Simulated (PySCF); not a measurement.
# [Pm(NH3)3]3+: other functionals and bases at one geometry

The task here is to estimate one member of a computed series from the others.

The runs use PySCF 2.14.0; several levels, as the steps say, no spin–orbit coupling.

1 further run of the same task is left out (for a known fault of the program).

**The starting structure**

13 atoms, charge 3, spin multiplicity 1.

Bond lengths: Pm1–N2 2.474 Å, Pm1–N6 2.474 Å, Pm1–N10 2.474 Å, N2–H3 1.036 Å, N2–H4 1.037 Å, N2–H5 1.036 Å, N6–H7 1.036 Å, N6–H8 1.037 Å, N6–H9 1.036 Å, N10–H11 1.036 Å, N10–H12 1.037 Å, N10–H13 1.036 Å. Angles: N2–Pm1–N6 110.9°, N2–Pm1–N10 110.9°, N6–Pm1–N10 110.9°, Pm1–N2–H3 116.4°, Pm1–N2–H4 114.9°, Pm1–N2–H5 115.7°, H3–N2–H4 102.6°, H3–N2–H5 102.7°, H4–N2–H5 102.6°, Pm1–N6–H7 116.4°, Pm1–N6–H8 114.9°, Pm1–N6–H9 115.7°, H7–N6–H8 102.6°, H7–N6–H9 102.7°, H8–N6–H9 102.6°, Pm1–N10–H11 116.4°, Pm1–N10–H12 114.9°, Pm1–N10–H13 115.7° and more.

Coordinates:

```xyz
13
charge 3, multiplicity 1
Pm    0.0000    0.0000   -0.7434
N     2.3531   -0.0014    0.0201
H     2.5809   -0.6331    0.8094
H     3.0450   -0.2808   -0.7004
H     2.7210    0.9113    0.3443
N    -1.1754    2.0385    0.0201
H    -0.7421    2.5517    0.8094
H    -1.2793    2.7775   -0.7004
H    -2.1497    1.9008    0.3443
N    -1.1777   -2.0372    0.0201
H    -1.8388   -1.9185    0.8094
H    -1.7657   -2.4967   -0.7004
H    -0.5712   -2.8121    0.3443
```

Formal oxidation states: Pm +3. Each metal's 4 4f electrons lie in its core potential, so multiplicities, spins and levels count the valence alone. An earlier session relaxed this geometry at PBE0, Pm lcecp-1-SVP with ECP50, N def2-SVP, H def2-SVP (singlet, point group C3).

At PBE0 on the finer grid: E = -202.448258 Eh, HOMO -24.29 eV, LUMO -16.26 eV, Mulliken charge on Pm1 +1.87 e, largest force component 0.009 eV/Å. 

Levels to run: PBE; revPBE; PBE0, TZVP. Hardware: 2 threads of Arm Neoverse V1, shared host.

Set-up of the first run:

The input, run.py (the lines that set the calculation):

```python
mol = gto.M(atom='''
Pm     0.00000     0.00000    -0.74336
N      2.35311    -0.00136     0.02010
H      2.58087    -0.63313     0.80944
H      3.04505    -0.28081    -0.70042
H      2.72097     0.91134     0.34425
N     -1.17538     2.03853     0.02010
H     -0.74213     2.55167     0.80944
H     -1.27934     2.77749    -0.70042
H     -2.14973     1.90076     0.34425
N     -1.17773    -2.03718     0.02010
H     -1.83875    -1.91853     0.80944
H     -1.76571    -2.49669    -0.70042
H     -0.57124    -2.81210     0.34425''',
    basis={'Pm': 'lcecp-1-SVP', 'N': 'def2-SVP', 'H': 'def2-SVP'},
    ecp={'Pm': 'lcecp-1-SVP'},
    charge=3, spin=0)
mf = dft.RKS(mol, xc='PBE')
mf.grids.atom_grid = (75, 302)  # f atoms: unpruned, at least (60, 302)
mf = mf.density_fit()  # fitting sets: Pm AutoAux, N def2-universal-JKFIT, H def2-universal-JKFIT
mf.conv_tol = 1e-08; mf.max_cycle = 55
mf.kernel(dm0)  # dm0: the density of the relaxed state
```

Started as:

```bash
$ OMP_NUM_THREADS=2 python run.py
```

Among the steps run: PBE; revPBE; PBE0, TZVP.

One table of the session follows, with a row left open; its other results are not shown here.

| level | HOMO (eV) | gap (eV) | charge on Pm1 (e) | dipole (D) | largest force component (eV/Å) |
| --- | --- | --- | --- | --- | --- |
| PBE0 (relaxed here) | -24.29 | 8.03 | 1.87 | 2.31 | 0.01 |
| PBE | -22.76 | 5.60 | 1.74 | 2.51 | 0.36 |
| revPBE | ? | ? | ? | ? | ? |
| PBE0, TZVP | -24.19 | 8.04 | 2.10 | 2.32 | 0.37 |

Q: Estimate the row for revPBE from the others.

The run gave: HOMO (eV): -22.73; gap (eV): 5.64; charge on Pm1 (e): 1.77; dipole (D): 2.46; largest force component (eV/Å): 0.35. In the column «HOMO (eV)» it is the highest.

The dipole of a charged species depends on the origin, so these sizes hold for this origin alone.

In one basis the HOMO–LUMO gap runs from 5.60 eV (PBE) to 8.03 eV (PBE0). The largest leftover force, 0.37 eV/Å with PBE0, TZVP, stands at a geometry relaxed at another level. With 4f in the core, its levels are missing from HOMO and gap, and its count is fixed, so no charge can pass from the ligands into it. Total energies of different levels can't be compared.
